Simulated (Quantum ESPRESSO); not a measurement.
# V (I4/mmm) in Quantum ESPRESSO: notebook

One crystal, V, is run at these levels: PBEsol; tasks: single point.

Program: Quantum ESPRESSO 7.5. These are calculated values, not measurements. Logs are shortened: lines on timing, memory, paths and dates and some standing lists are left out, and cuts for length are marked.

### Step 1. Starting point

It takes space group I4/mmm (No. 139, tetragonal). The conventional cell has a = 2.959 Å, b = 2.959 Å, c = 2.988 Å, α = 90.00°, β = 90.00°, γ = 90.00°. V (site symmetry 4/mmm) is surrounded by 8 V at 2.57 Å.

The cell was built by a generator and needn't be a form met in nature.

### Step 2. Single point, PBEsol

The input, pw.in:

```
&CONTROL
  calculation = 'scf'
  prefix = 'pwscf'
  outdir = './tmp'
  pseudo_dir = './pseudo'
  tprnfor = .true.
  tstress = .true.
  disk_io = 'nowf'
  forc_conv_thr = 0.0001
/
&SYSTEM
  ibrav = 0
  nat = 1
  ntyp = 1
  ecutwfc = 56
  ecutrho = 450
  nbnd = 12
  occupations = 'smearing'
  smearing = 'mp'
  degauss = 0.01469973
/
&ELECTRONS
  conv_thr = 2d-10
  electron_maxstep = 120
  mixing_beta = 0.5
/
ATOMIC_SPECIES
V     50.9415 v_pbesol_v1.4.uspp.F.UPF
CELL_PARAMETERS angstrom
  -1.4940798700    1.4792870000    1.4792870000
   1.4940798700   -1.4792870000    1.4792870000
   1.4940798700    1.4792870000   -1.4792870000
ATOMIC_POSITIONS crystal
V      0.0000000000    0.0000000000    0.0000000000
K_POINTS automatic
32 32 32 0 0 0
```

Potentials or basis: GBRV 1.5 PBEsol.

Command:

```
OMP_NUM_THREADS=1 mpirun -n 4 pw.x -nk 4 -in pw.in > pw.out
```

pw.out:

```text
This program is part of the open-source Quantum ESPRESSO suite
     for quantum simulation of materials; please cite
[... 6 lines left out ...]
     using ibrav=0 with symmetry is DISCOURAGED, use correct ibrav instead

     K-points division:     npool     =       4
     Subspace diagonalization in iterative solution of the eigenvalue problem:
     a serial algorithm will be used

     G-vector sticks info
     --------------------
     sticks:   dense  smooth     PW     G-vecs:    dense   smooth      PW
     Sum         797     399    159                14243     4969    1253

     Using Slab Decomposition

     bravais-lattice index     =            0
     lattice parameter (alat)  =       4.8580  a.u.
     unit-cell volume          =      88.2542 (a.u.)^3
     number of atoms/cell      =            1
     number of atomic types    =            1
     number of electrons       =        13.00
     number of Kohn-Sham states=           12
     kinetic-energy cutoff     =      56.0000  Ry
     charge density cutoff     =     450.0000  Ry
     scf convergence threshold =      2.0E-10
     mixing beta               =       0.5000
     number of iterations used =            8  plain     mixing
     Exchange-correlation= SLA  PW   PSX  PSC
                           (   1   4  10   8   0   0   0)

     celldm(1)=   4.858050  celldm(2)=   0.000000  celldm(3)=   0.000000
     celldm(4)=   0.000000  celldm(5)=   0.000000  celldm(6)=   0.000000

     crystal axes: (cart. coord. in units of alat)
               a(1) = (  -0.581180   0.575426   0.575426 )
               a(2) = (   0.581180  -0.575426   0.575426 )
               a(3) = (   0.581180   0.575426  -0.575426 )

     reciprocal axes: (cart. coord. in units 2 pi/alat)
               b(1) = ( -0.000000  0.868922  0.868922 )
               b(2) = (  0.860319 -0.000000  0.868922 )
               b(3) = (  0.860319  0.868922  0.000000 )

     PseudoPot. # 1 for V  read from file:
     v_pbesol_v1.4.uspp.F.UPF
     Pseudo is Ultrasoft + core correction, Zval = 13.0
     Generated by new atomic code, or converted to UPF format
     Using radial grid of  853 points,  6 beta functions with:
                l(1) =   0
                l(2) =   0
                l(3) =   1
                l(4) =   1
                l(5) =   2
                l(6) =   2
     Q(r) pseudized with  8 coefficients,  rinner =    1.100   1.100   1.100
                                                       1.100   1.100

     atomic species   valence    mass     pseudopotential
     V                13.00    50.94150     V ( 1.00)

     16 Sym. Ops., with inversion, found

   Cartesian axes

     site n.     atom                  positions (alat units)
         1        V      tau(   1) = (   0.0000000   0.0000000   0.0000000  )

     number of k points=  2393  Methfessel-Paxton smearing, width (Ry)=  0.0147

     Number of k-points >= 100: set verbosity='high' to print them.

     Dense  grid:    14243 G-vectors     FFT dimensions: (  36,  36,  36)

     Smooth grid:     4969 G-vectors     FFT dimensions: (  24,  24,  24)

     Check: negative core charge=   -0.000009

     Initial potential from superposition of free atoms

     starting charge      12.9989, renormalised to      13.0000

     negative rho (up, down):  3.579E-04 0.000E+00
     Starting wfcs are   10 randomized atomic wfcs +    2 random wfcs

     Self-consistent Calculation

     iteration #  1     ecut=    56.00 Ry     beta= 0.50
     Davidson diagonalization with overlap
     ethr =  1.00E-02,  avg # of iterations =  3.3

     Threshold (ethr) on eigenvalues was too large:
     Diagonalizing with lowered threshold

     Davidson diagonalization with overlap
     ethr =  5.87E-04,  avg # of iterations =  1.0

     negative rho (up, down):  4.479E-04 0.000E+00

     total energy              =    -144.95672049 Ry
     estimated scf accuracy    <       0.07871348 Ry

     iteration #  2     ecut=    56.00 Ry     beta= 0.50
     Davidson diagonalization with overlap
     ethr =  6.05E-04,  avg # of iterations =  2.0

     negative rho (up, down):  4.376E-04 0.000E+00

     total energy              =    -144.97975804 Ry
     estimated scf accuracy    <       0.01326463 Ry

     iteration #  3     ecut=    56.00 Ry     beta= 0.50
     Davidson diagonalization with overlap
     ethr =  1.02E-04,  avg # of iterations =  2.0

     negative rho (up, down):  4.518E-04 0.000E+00

     total energy              =    -144.98229102 Ry
     estimated scf accuracy    <       0.00020438 Ry

     iteration #  4     ecut=    56.00 Ry     beta= 0.50
     Davidson diagonalization with overlap
     ethr =  1.57E-06,  avg # of iterations =  2.6

     negative rho (up, down):  4.525E-04 0.000E+00

     total energy              =    -144.98230215 Ry
     estimated scf accuracy    <       0.00000225 Ry

     iteration #  5     ecut=    56.00 Ry     beta= 0.50
     Davidson diagonalization with overlap
     ethr =  1.73E-08,  avg # of iterations =  1.7

     negative rho (up, down):  4.536E-04 0.000E+00

     total energy              =    -144.98230211 Ry
     estimated scf accuracy    <       0.00000055 Ry

     iteration #  6     ecut=    56.00 Ry     beta= 0.50
     Davidson diagonalization with overlap
     ethr =  4.23E-09,  avg # of iterations =  2.0

     negative rho (up, down):  4.536E-04 0.000E+00

     total energy              =    -144.98230219 Ry
     estimated scf accuracy    <          3.3E-09 Ry

     iteration #  7     ecut=    56.00 Ry     beta= 0.50
     Davidson diagonalization with overlap
     ethr =  2.56E-11,  avg # of iterations =  2.0

     negative rho (up, down):  4.536E-04 0.000E+00

     total energy              =    -144.98230219 Ry
     estimated scf accuracy    <          3.1E-10 Ry

     iteration #  8     ecut=    56.00 Ry     beta= 0.50
     Davidson diagonalization with overlap
     ethr =  2.39E-12,  avg # of iterations =  1.9

     negative rho (up, down):  4.536E-04 0.000E+00

     End of self-consistent calculation

     Number of k-points >= 100: set verbosity='high' to print the bands.

     the Fermi energy is    17.0251 ev

!    total energy              =    -144.98230219 Ry
     estimated scf accuracy    <          1.0E-11 Ry
     smearing contrib. (-TS)   =      -0.00002870 Ry
     internal energy E=F+TS    =    -144.98227349 Ry

     The total energy is F=E-TS. E is the sum of the following terms:
     one-electron contribution =     -44.51942190 Ry
     hartree contribution      =      28.64842307 Ry
     xc contribution           =     -19.46998986 Ry
     ewald contribution        =    -109.64128480 Ry

     convergence has been achieved in   8 iterations

     negative rho (up, down):  4.536E-04 0.000E+00

     Forces acting on atoms (cartesian axes, Ry/au):

     atom    1 type  1   force =     0.00000000    0.00000000    0.00000000

     Total force =     0.000000     Total SCF correction =     0.000000

     Computing stress (Cartesian axis) and pressure

     negative rho (up, down):  4.536E-04 0.000E+00
          total   stress  (Ry/bohr**3)                   (kbar)     P=      -21.61
  -0.00021084  -0.00000000   0.00000000          -31.02       -0.00        0.00
  -0.00000000  -0.00011498   0.00000000           -0.00      -16.91        0.00
   0.00000000   0.00000000  -0.00011498            0.00        0.00      -16.91

=------------------------------------------------------------------------------=
   JOB DONE.
=------------------------------------------------------------------------------=
```

It took 34 s on 4 MPI ranks of Intel Xeon 6975P-C (Granite Rapids), shared host; peak memory 0.52 GiB.

Results:

| Property | Result |
| --- | --- |
| Free energy | -1972.5847 eV |
| Pressure | -2.2 GPa |
| Band gap on the k mesh | none (metal or under the smearing width) |

Stress tensor (GPa, compression positive):
```
-3.10  0.00  0.00
 0.00 -1.69  0.00
 0.00  0.00 -1.69
```

### Step 3. Single point, PBEsol

This run uses another cell than the first one, of 12.82 Å³/atom, 0.980 times its volume.

Edit pw.in of step 2 so:

```diff
@@ -29,5 +29,5 @@
 CELL_PARAMETERS angstrom
-  -1.4940798700    1.4792870000    1.4792870000
-   1.4940798700   -1.4792870000    1.4792870000
-   1.4940798700    1.4792870000   -1.4792870000
+  -1.4644941300    1.4792870000    1.4792870000
+   1.4644941300   -1.4792870000    1.4792870000
+   1.4644941300    1.4792870000   -1.4792870000
 ATOMIC_POSITIONS crystal
```

Potentials or basis: GBRV 1.5 PBEsol.

Command:

```
OMP_NUM_THREADS=1 mpirun -n 4 pw.x -nk 4 -in pw.in > pw.out
```

Run time: 33 s. Hardware: 4 MPI ranks of Intel Xeon 6975P-C (Granite Rapids), shared host; peak memory 0.48 GiB.

Results (log left out):

- Free energy: -1972.5850 eV
- Pressure: 1.8 GPa
- Band gap on the k mesh: none (metal or under the smearing width)

Stress tensor (GPa, compression positive):
```
2.76 0.00 0.00
0.00 1.26 0.00
0.00 0.00 1.26
```

Levels at points of the mesh, in eV from the Fermi level:
```tsv
k point	band 3	band 4	band 5	band 6	band 7	band 8	band 9	band 10	band 11	band 12
(0.00, 0.00, 0.00)	-36.73	-36.73	-6.71	0.37	0.45	0.45	2.51	2.61	20.88	20.88
(0.00, 0.00, -0.50)	-37.06	-36.74	-3.37	-1.27	1.85	2.60	2.98	4.43	10.83	16.25
(0.00, -0.50, -0.50)	-37.05	-36.73	-3.36	-1.16	1.77	2.51	2.93	4.42	10.74	16.37
(-0.50, -0.50, -0.50)	-37.46	-37.43	-3.26	-3.23	3.99	3.99	4.02	10.54	10.54	10.88
```

### Step 4. Single point, PBEsol

Edit pw.in of step 3 so:

```diff
@@ -29,5 +29,5 @@
 CELL_PARAMETERS angstrom
-  -1.4644941300    1.4792870000    1.4792870000
-   1.4644941300   -1.4792870000    1.4792870000
-   1.4644941300    1.4792870000   -1.4792870000
+  -1.4792870000    1.4940798700    1.4792870000
+   1.4792870000   -1.4940798700    1.4792870000
+   1.4792870000    1.4940798700   -1.4792870000
 ATOMIC_POSITIONS crystal
```

Command:

```
OMP_NUM_THREADS=1 mpirun -n 4 pw.x -nk 4 -in pw.in > pw.out
```

Wall time 33 s (4 MPI ranks of Intel Xeon 6975P-C (Granite Rapids), shared host); peak memory 0.52 GiB.

Results (log left out):

```yaml
Free_energy: -1972.5847 eV
Pressure: -2.2 GPa
Band_gap_on_the_k_mesh: none (metal or under the smearing width)
```

Stress tensor (GPa, compression positive):
```
-1.69  0.00  0.00
 0.00 -3.10  0.00
 0.00  0.00 -1.69
```

Levels at points of the mesh, in eV from the Fermi level:
| k point | band 5 | band 6 | band 7 | band 8 | band 9 | band 10 |
| --- | --- | --- | --- | --- | --- | --- |
| (0.00, 0.00, 0.00) | -6.67 | 0.40 | 0.40 | 0.48 | 2.46 | 2.55 |
| (0.00, 0.00, -0.50) | -3.29 | -1.16 | 1.72 | 2.48 | 2.88 | 4.31 |
| (0.00, -0.50, 0.00) | -3.30 | -1.26 | 1.80 | 2.58 | 2.92 | 4.32 |
| (-0.50, -0.50, -0.50) | -3.16 | -3.13 | 3.89 | 3.91 | 3.91 | 10.23 |
